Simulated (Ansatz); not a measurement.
**In2Ni3S2: properties at the relaxed cell**

One table from this session's results is given with a row withheld; the runs are named, their logs left out.

Computed with Ansatz 0.2.0 (DFT PBEsol, scalar-relativistic, plane waves, PAW, unless a step's input says otherwise).

1 further run of the same task is left out (set aside as unsound or not needed). Runs told in other sessions of the task aren't counted.

## The starting structure

It takes space group R-3m (No. 166, trigonal). Conventional cell: a = 5.320 Å, b = 5.320 Å, c = 13.393 Å, α = 90.00°, β = 90.00°, γ = 120.00°. Around In (site symmetry -3m) lie 6 Ni at 2.66 Å and 2 S at 2.97 Å. In (site symmetry -3m) is surrounded by 6 Ni at 2.71 Å. Around Ni (site symmetry 2/m) lie 2 S at 2.15 Å. S (site symmetry 3m) has 3 Ni at 2.15 Å and 1 In at 2.97 Å in its first shell of neighbours.

As a file:

```
In Ni S
1.0
     2.66006    1.53579    4.46419
    -2.66006    1.53579    4.46419
     0.00000   -3.07158    4.46419
In Ni S
2 3 2
Direct
  0.50000 0.50000 0.50000
  0.00000 0.00000 0.00000
  0.50000 0.00000 0.00000
  0.00000 0.50000 0.00000
  0.00000 0.00000 0.50000
  0.72149 0.72149 0.72149
  0.27851 0.27851 0.27851
```

It goes back to an entry of the Materials Project.

It is the result of an earlier relaxation at this level (volume 15.63 Å³/atom; gap on the mesh: none (metal)).

Set-up of the first run:

File input.yaml:

```yaml
crystal:
  lattice:
    - [2.6331910983, 1.5202735894, 4.41909271]
    - [-2.6331910983, 1.5202735894, 4.41909271]
    - [0.0, -3.0405471789, 4.41909271]
  atoms:
    - { symbol: In, position: [0.5, 0.5, 0.5] }
    - { symbol: In, position: [0.0, 0.0, 0.0] }
    - { symbol: Ni, position: [0.5, 0.0, 0.0] }
    - { symbol: Ni, position: [0.0, 0.5, 0.0] }
    - { symbol: Ni, position: [0.0, 0.0, 0.5] }
    - { symbol: S, position: [0.7214923531, 0.7214923531, 0.7214923531] }
    - { symbol: S, position: [0.2785076469, 0.2785076469, 0.2785076469] }
basis:
  ecutwfc: 420
kpoints:
  mp_grid: { grid: [12, 12, 12] }
hamiltonian:
  xc: pbesol
scf:
  occupations: { method: gaussian, width: 0.1 }
output:
  forces: true
  stress: true
  eigenvalues: true
relax:
  adjacent_minimum: "off"
  f_tol: 0.01
  max_steps: 30
  cell: { stress_tol: 0.1, fix: [volume] }
```

Started as:

```sh
$ ansatz run input.yaml --threads 2 --pin off --max-ram 5120MiB --backend cpu --events-out ev --progress --plain --runs-dir out
```

Among the steps run: Point at V/V0 = 0.97; The cell scaled to 1.03 of its volume; Volume × 0.94; Point at V/V0 = 1.06; Volume × 0.91; The cell scaled to 1.10 of its volume; The cell scaled to 0.88 of its volume.

One table of the session follows, with a row left open; its other results are not shown here.

It belongs to the step «Energy against volume». 

```
volume (Å³/atom)  energy above the lowest point (meV/atom)  pressure (GPa)
          13.756                                      84.6           16.60
          14.225                                      44.2           11.17
          14.694                                      18.3            6.69
          15.163                                       4.3            3.02
          15.632                                       0.0            0.00
          16.101                                         ?               ?
          16.570                                      14.0           -4.47
          17.195                                      35.8           -6.54
```

Q: Estimate the row for volume (Å³/atom) = 16.101 from the others.

Worked estimate for «energy above the lowest point (meV/atom)». A straight line through the neighbours (15.632, 0.0) and (16.570, 14.0) gives 0.0 + (14.0 − 0.0) × (16.101 − 15.632) / (16.570 − 15.632) = 7.0; a parabola fitted to 4 rows on both sides gives 3.9.

As computed: energy above the lowest point (meV/atom): 3.8; pressure (GPa): -2.46. In «energy above the lowest point (meV/atom)» the line misses by +3.2 and the parabola by +0.1.

Limits of these values: The final runs have no spin polarisation, so a magnetic state may lie lower.
